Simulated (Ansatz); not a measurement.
Crystal: CsLiCr2Te2S3.

```xyz
9
Lattice="3.4216 -5.1807 0.0078 3.4216 5.1807 0.0078 -2.9041 0.0000 7.4309" Properties=species:S:1:pos:R:3 pbc="T T T"
Cs    0.6167    0.0000    0.0649
Li    2.4219    0.0000    4.1212
Cr    0.1728    2.1297    4.1498
Cr    0.1728   -2.1297    4.1498
Te    4.0786    1.5993    2.1688
Te    4.0786   -1.5993    2.1688
S     2.0049   -2.1476    5.4598
S     2.0049    2.1476    5.4598
S     0.0600    0.0000    3.5978
```

The cell was built by a generator and needn't be a form met in nature.

Base run:

```yaml
Program: Ansatz 0.2.0
Functional: PBEsol
Potentials_or_basis: all-electron LAPW, scalar-relativistic
Cutoff: 292 eV
Density_cutoff: 1167 eV
Basis_error_allowed: 0.002 eV/atom
k_mesh: 4 × 4 × 3
Occupations: fermi-dirac, width 0.05 eV
Spin: collinear spin, ferromagnetic start
Starting_moments: "[0.0, 0.0, 3.0, 3.0, 0.0, 0.0, 0.0, 0.0, 0.0] μB"
```

Its results: pressure -2.1 GPa; net moment 4.01 μB per cell; site moments Cs -0.00; Li +0.00; Cr +2.20; Te -0.17; S -0.06, -0.05 μB; largest force 0.290 eV/Å.

Problem. After a change of settings the same cell gave: pressure -3.8 GPa; net moment 4.00 μB per cell; site moments Cs -0.00; Li +0.00; Cr +2.09; Te -0.13; S -0.04 μB; largest force 0.566 eV/Å. Which change was it?
A. functional from PBEsol to PBE; potentials or basis from all-electron LAPW, scalar-relativistic to all-electron PAW datasets made for the crystal
B. functional from PBEsol to LDA
C. functional from PBEsol to revPBE
D. functional from PBEsol to PBE

Solution. B.

LDA binds more tightly than PBEsol, so the same cell stands under less pressure.

Caveats: the k mesh is thin for a metal, which can move the energy by tens of meV per atom; only a ferromagnetic start was run, and an antiferromagnetic order may lie lower in energy.

Not every run made on this cell is shown here.
